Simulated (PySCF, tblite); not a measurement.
# C₈H₈N₂: geometry, infrared bands and NMR shifts

What infrared bands and NMR shifts should C₈H₈N₂ (`Cc1cccc2[nH]ncc12`) show?

Programs: tblite 0.8.0 and PySCF 2.14.0, with density-fitted response routines of our own. Each step states its level of theory. These are calculated values for one molecule in the gas phase, unless marked as measured. Atoms count from 0, in the outputs and in this text.

## Step 1: Starting geometry

18 atoms, charge 0, multiplicity 1; geometry from: force field or distance geometry start.

Bonds of the start (Å): C0–C1 1.52, C1–C2 1.37, C2–C3 1.41, C3–C4 1.39, C4–C5 1.39, C5–N6 1.35, N6–N7 1.33, N7–C8 1.35, C8–C9 1.39, C9–C1 1.38, C9–C5 1.40, C0–H10 1.09, C0–H11 1.12, C0–H12 1.12, C2–H13 1.08, C3–H14 1.08, C4–H15 1.10, N6–H16 1.04, C8–H17 1.08.

## Step 2: Relaxing the molecule with GFN2-xTB

The job: settings as JSON, then the geometry in Å.

```
{"job": {"kind": "relax", "xc": "GFN2-xTB", "basis": "xTB"}, "charge": 0, "multiplicity": 1}
C      2.219100    -0.781200    -0.390900
C      0.956000     0.031600    -0.151500
C      1.068000     1.394800    -0.026500
C     -0.104400     2.139400     0.191200
C     -1.338800     1.510600     0.322800
C     -1.418200     0.127500     0.196500
N     -2.430500    -0.760500     0.256000
N     -1.945100    -1.986700     0.084500
C     -0.613200    -1.955600    -0.101300
C     -0.256800    -0.614800    -0.026500
H      2.783200    -0.428300    -1.250700
H      1.962700    -1.858200    -0.527700
H      2.761400    -0.680400     0.583800
H      2.030700     1.864900    -0.124900
H     -0.032100     3.216000     0.289800
H     -2.233900     2.114200     0.507500
H     -3.428500    -0.506600     0.425700
H      0.011700    -2.820600    -0.269600
```

Launch:

```bash
> OMP_NUM_THREADS=1 python probes_run.py task.json out
```

One launch serves the whole session: the jobs run in the order shown.

**Question.** This job is followed by: GFN2-xTB harmonic vibrations, gas phase; GIAO PBE0/pcSseg-1 NMR shielding, non-relativistic, gas phase. Predict these results of the whole session: strongest single infrared mode (GFN2-xTB); zero-point energy (GFN2-xTB); ¹³C shifts against TMS (PBE0/pcSseg-1); ¹H shifts against TMS (PBE0/pcSseg-1, means over atoms taken as alike); ¹⁵N shifts against NH3 (PBE0/pcSseg-1); surface potential, 1st and 99th percentile.

The runs gave:

| quantity | value |
| --- | --- |
| strongest single infrared mode (GFN2-xTB) | 3095 cm⁻¹, 66 km/mol |
| zero-point energy (GFN2-xTB) | 88.9 kcal/mol |
| ¹³C shifts against TMS (PBE0/pcSseg-1) | 144.8, 136.7, 135.8, 131.1, 128.8, 126.0, 109.4, 19.5 ppm |
| ¹H shifts against TMS (PBE0/pcSseg-1, means over atoms taken as alike) | 9.53, 8.17, 7.60, 7.42, 7.32, 2.82 ppm |
| ¹⁵N shifts against NH3 (PBE0/pcSseg-1) | 352.0, 198.9 ppm |
| surface potential, 1st and 99th percentile | -1.63 V and 2.09 V |

**Reading.** Relaxing lowered the energy by 0.428 eV in 34 steps; the close pair that moved most is N7–C8, from 1.345 to 1.307 Å. The lowest mode is imaginary (84i cm⁻¹), so the xTB geometry is not a minimum. The strongest single mode, at 3095 cm⁻¹, moves mainly H15 and H14. GFN2-xTB is a fitted tight-binding method: band positions and strengths are rough. Its intensities can rank the bands wrongly. At PBE0/pcSseg-1: The largest span, 524 ppm, is at N7, where the paramagnetic term is -407 ppm. NICS(1)zz of -29 ppm above the planar ring from C1 marks a diatropic (aromatic) ring current. NICS(1)zz of -32 ppm above the planar ring from C5 marks a diatropic (aromatic) ring current. At PBE0/pcSseg-1, counted by nearest atom on the grid, the HOMO lies on C1, C4 about 18 % each; N6 16 %, the LUMO on C1 20 %; N7 17 %.
